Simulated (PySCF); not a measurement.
# C2H6BP (SMILES [BH3-][PH+]1C=C1) at B2PLYP/6-311G(d,p)

What is the vertical ionisation energy of C2H6BP at B2PLYP/6-311G**? Input form: a Python script.

The results are computed with PySCF 2.14.0.

## Step 1: The structure to begin with

C2H6BP has 10 atoms, charge 0, and is taken as a singlet. SMILES: `[BH3-][PH+]1C=C1`. The coordinates come from a GFN2-xTB relaxation.

Bond lengths: B1–P2 1.948 Å, P2–C3 1.818 Å, P2–C4 1.818 Å, C3–C4 1.317 Å, B1–H5 1.188 Å, B1–H6 1.188 Å, B1–H7 1.190 Å, P2–H8 1.412 Å, C3–H9 1.069 Å, C4–H10 1.069 Å. Some angles: B1–P2–C3 125.5°, B1–P2–C4 125.4°, C3–P2–C4 42.5°, P2–C3–C4 68.8°, P2–C4–C3 68.8°, B1–P2–H8 128.6°, C3–P2–H8 102.1°, C4–P2–H8 102.1°, P2–B1–H5 105.4°, P2–B1–H6 105.4°.

## Step 2: A single-point energy at B2PLYP/6-311G(d,p)

input.py reads:

```python
from pyscf import gto, dft, mp

mol = gto.M(
    atom='''
B       -1.410150       0.298620      -0.981690
P       -0.201260      -0.441040       0.354770
C        1.613220      -0.453870       0.243300
C        1.194860       0.440750       1.115080
H       -1.699660      -0.613460      -1.685080
H       -2.331380       0.730200      -0.368790
H       -0.730250       1.125930      -1.499920
H       -0.447540      -1.468370       1.291520
H        2.486970      -0.838180      -0.237680
H        1.525210       1.219420       1.768500
''',
    basis='6-311g**',
    charge=0,
    max_memory=1860,
    verbose=3,
    spin=0,
)

mf = dft.RKS(mol)
mf.xc = '0.53*HF + 0.47*B88, 0.73*LYP'
mf.grids.level = 4
mf.conv_tol = 1e-10
mf.kernel()
if not mf.converged:
    mf = mf.newton().run(mf.mo_coeff, mf.mo_occ)

pt = mp.MP2(mf, frozen=8).run()
etot = mf.e_tot + 0.27 * pt.e_corr
print('PT2 part  %.8f' % (0.27 * pt.e_corr))
print('E = %.10f Eh' % etot)
```

Launch:

```
$ OMP_NUM_THREADS=1 python input.py
```

Log:

```text
converged SCF energy = -445.518450864853
E(RMP2) = -446.164250900033  E_corr = -0.645800035180416
E(SCS-RMP2) = -446.164041820142  E_corr = -0.645590955288631
PT2 part  -0.17436601
E = -445.6928168744 Eh
```

Run time: 23 s. Hardware: 1 thread of Arm Neoverse V1, shared host; peak memory 0.62 GiB.

## Step 3: The doublet cation

calc.py reads:

```python
from pyscf import gto, dft, mp

mol = gto.M(
    atom='''
B     -1.410150     0.298620    -0.981690
P     -0.201260    -0.441040     0.354770
C      1.613220    -0.453870     0.243300
C      1.194860     0.440750     1.115080
H     -1.699660    -0.613460    -1.685080
H     -2.331380     0.730200    -0.368790
H     -0.730250     1.125930    -1.499920
H     -0.447540    -1.468370     1.291520
H      2.486970    -0.838180    -0.237680
H      1.525210     1.219420     1.768500
''',
    verbose=4,
    spin=1,
    charge=1,
    max_memory=1860,
    basis='6-311g**',
)

mf = dft.UKS(mol)
mf.xc = '0.53*HF + 0.47*B88, 0.73*LYP'
mf.conv_tol = 1e-10
mf.grids.level = 4
mf.kernel()
if not mf.converged:
    mf = mf.newton().run(mf.mo_coeff, mf.mo_occ)

pt = mp.MP2(mf, frozen=8).run()
energy = mf.e_tot + 0.27 * pt.e_corr
print('PT2 part  %.8f' % (0.27 * pt.e_corr))
print(f'total energy: {energy:.8f} hartree')
```

Launch:

```
$ OMP_NUM_THREADS=1 python calc.py
```

Log:

```text
PySCF version 2.14.0

[... 61 lines left out ...]
WARN: HOMO -0.293319585344232 >= LUMO -0.293319585344228
[... 83 lines left out ...]
converged SCF energy = -445.144583737708  <S^2> = 0.76289956  2S+1 = 2.0128582
[... 1 line left out ...]
******** <class 'pyscf.mp.ump2.UMP2'> ********
nocc = (np.int64(11), np.int64(10)), nmo = (108, 108)
frozen orbitals 8
E(UMP2) = -445.764735703601  E_corr = -0.620151965893038
E(SCS-UMP2) = -445.762741136325  E_corr = -0.618157398616934
E_corr(same-spin) = -0.145413415909283
E_corr(oppo-spin) = -0.474738549983755
PT2 part  -0.16744103
total energy: -445.31202477 hartree
```

Wall time 2.2 min (1 thread of Arm Neoverse V1, shared host); peak memory 0.65 GiB.

## Step 4: What came out

At B2PLYP/6-311G**, 8 core orbitals frozen:

```
                                                                quantity          value
                                            singlet C2H6BP: total energy  -445.69282 Eh
                                singlet C2H6BP: dipole moment (SCF part)         4.91 D
                       singlet C2H6BP: HOMO energy (SCF part's orbitals)       -9.21 eV
                       singlet C2H6BP: LUMO energy (SCF part's orbitals)        0.47 eV
                     singlet C2H6BP: HOMO–LUMO gap (SCF part's orbitals)        9.67 eV
                                            doublet cation: total energy  -445.31202 Eh
doublet cation: HOMO energy (SCF part's orbitals) (highest over α and β)      -14.98 eV
 doublet cation: LUMO energy (SCF part's orbitals) (lowest over α and β)      -11.14 eV
                                                    doublet cation: ⟨S²⟩          0.763
                      vertical ionisation energy (to the doublet cation)      10.362 eV
```

The vertical ionisation energy comes to 10.36 eV (239 kcal/mol). The negative HOMO energy of the first species, 9.21 eV, lies 1.15 eV below that difference. Mulliken charges (doublet cation) run from -0.36 on B1 to +0.74 on P2; they depend strongly on the basis.
